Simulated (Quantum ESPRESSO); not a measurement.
# GaGe (F-43m) in Quantum ESPRESSO: a series of runs, part 2 of 4

Quantum ESPRESSO 7.5. The steps go on from the part before.

**4. Phonons, LDA, target pressure 10 GPa, at which the enthalpy is minimised**

Contents of pw.in:

```
&CONTROL
  calculation = 'scf'
  prefix = 'pwscf'
  outdir = './tmp'
  pseudo_dir = './pseudo'
  tprnfor = .true.
  tstress = .true.
  disk_io = 'low'
/
&SYSTEM
  ibrav = 0
  nat = 2
  ntyp = 2
  ecutwfc = 56
  ecutrho = 448
  nbnd = 24
  occupations = 'smearing'
  smearing = 'mv'
  degauss = 0.01469973
/
&ELECTRONS
  conv_thr = 4d-10
  electron_maxstep = 120
  mixing_beta = 0.5
/
ATOMIC_SPECIES
Ge    72.6300 ge_lda_v1.4.uspp.F.UPF
Ga    69.7230 ga_lda_v1.4.uspp.F.UPF
CELL_PARAMETERS angstrom
   0.0000000000    2.8978440000    2.8978440000
   2.8978440000    0.0000000000    2.8978440000
   2.8978440000    2.8978440000    0.0000000000
ATOMIC_POSITIONS crystal
Ge     0.0000000000    0.0000000000    0.0000000000
Ga     0.2500000000    0.2500000000    0.2500000000
K_POINTS automatic
7 7 7 0 0 0
```

Contents of relax.in:

```
&CONTROL
  calculation = 'vc-relax'
  prefix = 'pwscf'
  outdir = './tmp'
  pseudo_dir = './pseudo'
  tprnfor = .true.
  tstress = .true.
  disk_io = 'low'
  nstep = 40
  forc_conv_thr = 0.0001
  etot_conv_thr = 1d-06
/
&SYSTEM
  ibrav = 0
  nat = 2
  ntyp = 2
  ecutwfc = 56
  ecutrho = 448
  nbnd = 24
  occupations = 'smearing'
  smearing = 'mv'
  degauss = 0.01469973
/
&ELECTRONS
  conv_thr = 4d-10
  electron_maxstep = 120
  mixing_beta = 0.5
/
&IONS
  ion_dynamics = 'bfgs'
/
&CELL
  cell_dynamics = 'bfgs'
  press = 100
  press_conv_thr = 0.2
/
ATOMIC_SPECIES
Ge    72.6300 ge_lda_v1.4.uspp.F.UPF
Ga    69.7230 ga_lda_v1.4.uspp.F.UPF
CELL_PARAMETERS angstrom
   0.0000000000    2.8978440000    2.8978440000
   2.8978440000    0.0000000000    2.8978440000
   2.8978440000    2.8978440000    0.0000000000
ATOMIC_POSITIONS crystal
Ge     0.0000000000    0.0000000000    0.0000000000
Ga     0.2500000000    0.2500000000    0.2500000000
K_POINTS automatic
7 7 7 0 0 0
```

Contents of scf2.in:

```
&CONTROL
  calculation = 'scf'
  prefix = 'pwscf'
  outdir = './tmp'
  pseudo_dir = './pseudo'
  tprnfor = .true.
  tstress = .true.
  disk_io = 'low'
/
&SYSTEM
  ibrav = 0
  nat = 2
  ntyp = 2
  ecutwfc = 56
  ecutrho = 448
  nbnd = 24
  occupations = 'smearing'
  smearing = 'mv'
  degauss = 0.01469973
/
&ELECTRONS
  conv_thr = 1d-13
  electron_maxstep = 120
  mixing_beta = 0.5
  startingpot = 'file'
  startingwfc = 'file'
/
ATOMIC_SPECIES
Ge    72.6300 ge_lda_v1.4.uspp.F.UPF
Ga    69.7230 ga_lda_v1.4.uspp.F.UPF
CELL_PARAMETERS angstrom
   0.0000000000    2.7043556293    2.7043556293
   2.7043556293    0.0000000000    2.7043556293
   2.7043556293    2.7043556293    0.0000000000
ATOMIC_POSITIONS crystal
Ge     0.0000000000    0.0000000000    0.0000000000
Ga     0.2500000000    0.2500000000    0.2500000000
K_POINTS automatic
7 7 7 0 0 0
```

Contents of ph.in:

```
phonons of GaGe
&INPUTPH
  prefix = 'pwscf'
  outdir = './tmp'
  tr2_ph = 1d-18
  fildyn = 'dyn'
  niter_ph = 90
  alpha_mix(1) = 0.4
/
0.0000000000 0.0000000000 0.0000000000
```

Contents of dynmat.in:

```
&INPUT
  fildyn = 'dyn'
  asr = 'crystal'
  filout = 'dynmat.disp'
  fileig = 'dynmat.eig'
/
```

Potentials or basis: GBRV 1.5 LDA.

The run is started by

```sh
OMP_NUM_THREADS=1 pw.x -in pw.in > pw.out
OMP_NUM_THREADS=1 pw.x -in relax.in > relax.out
OMP_NUM_THREADS=1 pw.x -in scf2.in > scf2.out
OMP_NUM_THREADS=1 ph.x -in ph.in > ph.out
OMP_NUM_THREADS=1 dynmat.x -in dynmat.in > dynmat.out
```

pw.out:

```text
This program is part of the open-source Quantum ESPRESSO suite
     for quantum simulation of materials; please cite
[... 9 lines left out ...]
     --------------------
     sticks:   dense  smooth     PW     G-vecs:    dense   smooth      PW
     Sum        1843     925    283                52393    18643    3071

     Using Slab Decomposition

     bravais-lattice index     =            0
     lattice parameter (alat)  =       7.7444  a.u.
     unit-cell volume          =     328.4366 (a.u.)^3
     number of atoms/cell      =            2
     number of atomic types    =            2
     number of electrons       =        33.00
     number of Kohn-Sham states=           24
     kinetic-energy cutoff     =      56.0000  Ry
     charge density cutoff     =     448.0000  Ry
     scf convergence threshold =      4.0E-10
     mixing beta               =       0.5000
     number of iterations used =            8  plain     mixing
     Exchange-correlation=  SLA  PZ   NOGX NOGC
                           (   1   1   0   0   0   0   0)

     celldm(1)=   7.744419  celldm(2)=   0.000000  celldm(3)=   0.000000
     celldm(4)=   0.000000  celldm(5)=   0.000000  celldm(6)=   0.000000

     crystal axes: (cart. coord. in units of alat)
               a(1) = (   0.000000   0.707107   0.707107 )
               a(2) = (   0.707107   0.000000   0.707107 )
               a(3) = (   0.707107   0.707107   0.000000 )

     reciprocal axes: (cart. coord. in units 2 pi/alat)
               b(1) = ( -0.707107  0.707107  0.707107 )
               b(2) = (  0.707107 -0.707107  0.707107 )
               b(3) = (  0.707107  0.707107 -0.707107 )

     PseudoPot. # 1 for Ge read from file:
     ge_lda_v1.4.uspp.F.UPF
     Pseudo is Ultrasoft + core correction, Zval = 14.0
     Generated by new atomic code, or converted to UPF format
     Using radial grid of  873 points,  6 beta functions with:
                l(1) =   0
                l(2) =   0
                l(3) =   1
                l(4) =   1
                l(5) =   2
                l(6) =   2
     Q(r) pseudized with  8 coefficients,  rinner =    1.400   1.400   1.400
                                                       1.400   1.400

     PseudoPot. # 2 for Ga read from file:
     ga_lda_v1.4.uspp.F.UPF
     Pseudo is Ultrasoft + core correction, Zval = 19.0
     Generated by new atomic code, or converted to UPF format
     Using radial grid of  871 points,  6 beta functions with:
                l(1) =   0
                l(2) =   0
                l(3) =   1
                l(4) =   1
                l(5) =   2
                l(6) =   2
     Q(r) pseudized with  8 coefficients,  rinner =    1.250   1.250   1.250
                                                       1.250   1.250

     atomic species   valence    mass     pseudopotential
     Ge               14.00    72.63000     Ge( 1.00)
     Ga               19.00    69.72300     Ga( 1.00)

     24 Sym. Ops. (no inversion) found

   Cartesian axes

     site n.     atom                  positions (alat units)
         1        Ge     tau(   1) = (   0.0000000   0.0000000   0.0000000  )
         2        Ga     tau(   2) = (   0.3535534   0.3535534   0.3535534  )

     number of k points=    20  Marzari-Vanderbilt smearing, width (Ry)=  0.0147
                       cart. coord. in units 2pi/alat
        k(    1) = (   0.0000000   0.0000000   0.0000000), wk =   0.0058309
        k(    2) = (   0.1010153   0.1010153  -0.1010153), wk =   0.0466472
        k(    3) = (   0.2020305   0.2020305  -0.2020305), wk =   0.0466472
        k(    4) = (   0.3030458   0.3030458  -0.3030458), wk =   0.0466472
        k(    5) = (   0.2020305  -0.0000000   0.0000000), wk =   0.0349854
        k(    6) = (   0.3030458   0.1010153  -0.1010153), wk =   0.1399417
[... 12 lines left out ...]
        k(   19) = (  -0.1010153  -0.5050763   0.7071068), wk =   0.1399417
        k(   20) = (  -0.0000000  -0.4040610   0.6060915), wk =   0.1399417

     Dense  grid:    52393 G-vectors     FFT dimensions: (  54,  54,  54)

     Smooth grid:    18643 G-vectors     FFT dimensions: (  40,  40,  40)

     Check: negative core charge=   -0.000001

     Initial potential from superposition of free atoms

     starting charge      31.9993, renormalised to      33.0000
     Starting wfcs are   21 randomized atomic wfcs +    3 random wfcs

     Self-consistent Calculation

     iteration #  1     ecut=    56.00 Ry     beta= 0.50
     Davidson diagonalization with overlap
     ethr =  1.00E-02,  avg # of iterations =  5.5

     total energy              =    -626.92320779 Ry
     estimated scf accuracy    <       2.68306889 Ry
[... 57 lines left out ...]
     iteration # 10     ecut=    56.00 Ry     beta= 0.50
     Davidson diagonalization with overlap
     ethr =  1.70E-12,  avg # of iterations =  3.6

     End of self-consistent calculation

          k = 0.0000 0.0000 0.0000 (  2277 PWs)   bands (ev):

   -86.9880 -86.9880 -86.9880 -17.4958 -17.4958 -17.4958 -17.4764 -17.4764
    -7.8302  -7.8302  -7.8302  -7.7701  -7.7701  -4.0501   8.2089   8.2089
     8.2089   8.3838  10.8678  10.8678  10.8678  14.0815  17.3153  17.3153

          k = 0.1010 0.1010-0.1010 (  2316 PWs)   bands (ev):
[... 85 lines left out ...]
   -86.9880 -86.9880 -86.9880 -17.4985 -17.4911 -17.4908 -17.4778 -17.4734
    -7.8764  -7.7980  -7.7951  -7.7854  -7.7645  -1.0319   0.7236   4.5701
     5.4211   8.9899  10.1809  16.2923  16.5225  17.4005  18.8385  20.3831

          k = 0.4041 0.2020 0.0000 (  2336 PWs)   bands (ev):

   -86.9880 -86.9880 -86.9880 -17.4967 -17.4933 -17.4927 -17.4768 -17.4747
    -7.8590  -7.8120  -7.8093  -7.7771  -7.7671  -2.5510   2.7064   5.0875
     6.3566  10.6071  11.1311  12.4147  14.2543  16.2488  18.1326  18.9306

          k =-0.2020-0.4041 0.6061 (  2316 PWs)   bands (ev):
[... 13 lines left out ...]
   -86.9880 -86.9880 -86.9880 -17.4960 -17.4937 -17.4908 -17.4768 -17.4743
    -7.8681  -7.8069  -7.7986  -7.7782  -7.7688  -1.1118   0.9328   4.0588
     5.1244  10.7015  12.8002  13.3172  13.6691  17.1760  18.4898  20.6950

     the Fermi energy is     6.4985 ev

!    total energy              =    -628.02977650 Ry
     estimated scf accuracy    <          4.0E-12 Ry
     smearing contrib. (-TS)   =      -0.00086653 Ry
     internal energy E=F+TS    =    -628.02890997 Ry

     The total energy is F=E-TS. E is the sum of the following terms:
     one-electron contribution =    -536.24695061 Ry
     hartree contribution      =     285.22168105 Ry
     xc contribution           =    -104.87740451 Ry
     ewald contribution        =    -272.12623591 Ry

     convergence has been achieved in  10 iterations

     Forces acting on atoms (cartesian axes, Ry/au):

     atom    1 type  1   force =    -0.00000000   -0.00000000   -0.00000000
     atom    2 type  2   force =     0.00000000    0.00000000   -0.00000000

     Total force =     0.000000     Total SCF correction =     0.000000

     Computing stress (Cartesian axis) and pressure

          total   stress  (Ry/bohr**3)                   (kbar)     P=      -40.83
  -0.00027755   0.00000000   0.00000000          -40.83        0.00        0.00
   0.00000000  -0.00027755   0.00000000            0.00      -40.83        0.00
   0.00000000   0.00000000  -0.00027755            0.00        0.00      -40.83

=------------------------------------------------------------------------------=
   JOB DONE.
=------------------------------------------------------------------------------=
```

It took 6.9 min on 1 thread of AMD EPYC 7R43 (Zen 3), shared host; peak memory 0.25 GiB.

What came out:

- Free energy: -8544.6763 eV
- Relaxed volume: 19.78 Å³/atom
- Relaxed cell: a = 3.825 Å, b = 3.825 Å, c = 3.825 Å, α = 60.00°, β = 60.00°, γ = 60.00°
- Space group after relaxing (to 0.05 Å): F-43m (No. 216)
- Pressure after relaxing: 10.2 GPa
- Band gap on the k mesh: none (metal or under the smearing width)
- Highest phonon frequency at Γ: 237 cm⁻¹

The path:
| step | energy change (eV) | largest force (eV/Å) | pressure (GPa) | volume (Å³) |
| --- | --- | --- | --- | --- |
| 1 | 0.0000 | 0.0000 | -4.08 | 48.67 |
| 2 | -0.0514 | 0.0000 | -0.52 | 45.26 |
| 3 | 0.0486 | 0.0000 | 7.90 | 40.45 |
| 4 | 0.1082 | 0.0000 | 10.40 | 39.40 |
| 5 | 0.0979 | 0.0000 | 9.99 | 39.56 |
| 6 | 0.0982 | 0.0000 | 10.00 | 39.56 |

Final structure:
```
CELL_PARAMETERS angstrom
0.00000 2.70436 2.70436
2.70436 0.00000 2.70436
2.70436 2.70436 0.00000
ATOMIC_POSITIONS crystal
Ge 0.00000 0.00000 0.00000
Ga 0.25000 0.25000 0.25000
```

Phonon frequencies in cm⁻¹ (negative: imaginary):
```
              q point           frequencies
(0.000, 0.000, 0.000)  -9 -9 -9 237 237 237
```

Optical modes at Γ, degenerate ones joined:
```
cm⁻¹  components  symmetry     active in
 237           3        T2  IR and Raman
```

Caveat: the mesh is thin for the phonons of a metal; the volume moved by over 15 % at a fixed basis, so the end points are rough; the cell is more than 3 GPa from zero pressure, which shifts response properties.

(Continued in part 3 of 4.)
